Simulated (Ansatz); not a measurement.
# H₄Si₂TeZn: one species, many methods

How much do the methods differ for H₄Si₂TeZn? The plan is to run it at one geometry with functionals of several rungs and with coupled cluster. The yardstick is the atomisation energy at the CCSD(T) limit.

Method: functionals in def2-TZVPP, the program's frozen cores in correlated methods; program: Ansatz 0.2.0, Gaussian basis.

Plan: LDA (SPW92), PBE-D4, revPBE-D4, BLYP-D4, r2SCAN-D4, B97M-V, PBE0-D4, B3LYP-D4, r2SCANh-D4, r2SCAN0-D4, HSE06-D4, BHLYP-D4, CAM-B3LYP-D4, LC-ωPBE, ωB97X-V, ωB97M-V, B2PLYP, PBE-QIDH; CCSD(T)/def2-SVP; CCSD(T)/def2-TZVPP; MP2/def2-QZVPP; extrapolation to the limit; RPA on PBE.

## 1. The geometry

The geometry comes from an earlier relaxation with PBE0-D4 in a triple-zeta def2 set; it is a stationary point, not always the lowest conformer. Te takes the def2 core potential; no spin-orbit term is included.

SMILES `[ZnH][SiH]1[SiH2][Te]1`, 8 atoms, charge 0, spin multiplicity 1.

Atoms are counted from 1 here; the program's logs count them from 0.

Bond lengths: Zn1–Si2 2.348 Å, Zn1–H5 1.549 Å, Si2–Si3 2.284 Å, Si2–Te4 2.557 Å, Si2–H6 1.490 Å, Si3–Te4 2.486 Å, Si3–H7 1.482 Å, Si3–H8 1.483 Å. Angles: Si2–Zn1–H5 175.9°, Zn1–Si2–Si3 119.8°, Zn1–Si2–Te4 106.7°, Zn1–Si2–H6 123.8°, Si3–Si2–Te4 61.5°, Si3–Si2–H6 114.2°, Te4–Si2–H6 111.6°, Si2–Si3–Te4 64.7°, Si2–Si3–H7 120.1°, Si2–Si3–H8 120.6°, Te4–Si3–H7 115.6°, Te4–Si3–H8 116.1°, H7–Si3–H8 111.7°, Si2–Te4–Si3 53.8°.

## 2. LDA

This LDA is Slater exchange with PW92 correlation.

Input file in.yaml:

```yaml
crystal:
  periodic: [false, false, false]
  atoms:
    - {symbol: Zn, position_ang: [-1.652526, 1.747163, -0.477886]}
    - {symbol: Si, position_ang: [0.453923, 0.782286, -0.094178]}
    - {symbol: Si, position_ang: [0.596314, -1.373366, 0.646567]}
    - {symbol: Te, position_ang: [0.733506, -1.085451, -1.818422]}
    - {symbol: H, position_ang: [-3.068552, 2.292447, -0.787395]}
    - {symbol: H, position_ang: [1.708596, 1.568370, 0.070405]}
    - {symbol: H, position_ang: [1.834088, -1.853267, 1.306107]}
    - {symbol: H, position_ang: [-0.605350, -2.078184, 1.154813]}
basis:
  gaussian: {orbitals: def2-TZVPP}
hamiltonian: {xc: lda}
output: {orbitals: {seedname: orbitals}}
```

Command:

```
$ ansatz run in.yaml --threads 4 --pin off --events-out ev --progress --plain --max-ram 10444MiB
```

Further steps of the session: PBE-D4 (GGA); revPBE-D4 (GGA); BLYP-D4 (GGA); r2SCAN-D4 (meta-GGA); B97M-V (meta-GGA); B3LYP-D4 (hybrid); r2SCANh-D4 (hybrid); r2SCAN0-D4 (hybrid); HSE06-D4 (hybrid); BHLYP-D4 (hybrid); CAM-B3LYP-D4 (range-separated); LC-ωPBE (range-separated); ωB97X-V (range-separated); ωB97M-V (range-separated); B2PLYP (double hybrid); PBE-QIDH (double hybrid); CCSD(T) in def2-SVP; CCSD(T) in def2-TZVPP; MP2 in def2-QZVPP; RPA on PBE orbitals.

**Question.** What will the summary of the whole plan be? Wanted: atomisation energy, CCSD(T)/CBS; farthest beyond LDA; mean size of error, GGA; mean size of error, meta-GGA; mean size of error, hybrid; mean size of error, range-separated; mean size of error, double hybrid; gap, smallest and largest; T1 diagnostic.

As calculated:

```
                               quantity                                                                                    value
        atomisation energy, CCSD(T)/CBS                                                                           467.6 kcal/mol
functionals within 4.7 kcal/mol (1.0 %)  PBE-D4, r2SCAN-D4, B97M-V, PBE0-D4, r2SCANh-D4, r2SCAN0-D4, HSE06-D4, ωB97X-V, PBE-QIDH
                    farthest beyond LDA                                                                  B2PLYP (-17.0 kcal/mol)
                mean size of error, GGA                                                                            10.3 kcal/mol
           mean size of error, meta-GGA                                                                             2.3 kcal/mol
             mean size of error, hybrid                                                                             6.2 kcal/mol
    mean size of error, range-separated                                                                             7.4 kcal/mol
      mean size of error, double hybrid                                                                            10.8 kcal/mol
              gap, smallest and largest                                                     2.95 eV (BLYP-D4), 8.87 eV (LC-ωPBE)
                          T1 diagnostic                                                                                   0.0143
triples share of the correlation energy                                                                                    3.3 %
```

The LDA atomisation energy is off by 61.0 kcal/mol (13 %): it overbinds. PBE-D4 is off by -2.0 kcal/mol. Double hybrids carry the basis error of their MP2 part in triple zeta, and no dispersion term here, so their miss is partly the set-up's. Taken by rung, meta-GGA functionals do best (2.3 kcal/mol on average) and double hybrid ones worst beyond LDA (10.8 kcal/mol). GGA functionals lie within the reference's doubt of that worst mean (10.3 kcal/mol), so those two tie. Misses under about 4.7 kcal/mol are within the doubt on the reference itself, which lacks core-valence correlation, spin-orbit coupling and higher excitations, and its outer-core shells are covered unevenly. All levels share the lack of spin-orbit coupling, which lowers the free heavy atoms and so the true binding. Hartree-Fock recovers 69 % of the binding; the rest is correlation. CCSD(T) in def2-SVP is off by -48.9 kcal/mol, so the small basis spoils what the method gains. Orbital gaps span 2.9 to 8.9 eV; exact exchange widens them. For Zn the d shell is correlated and the shells below it are frozen. Correlated methods include outer-core shells of Te, which these sets cover unevenly.
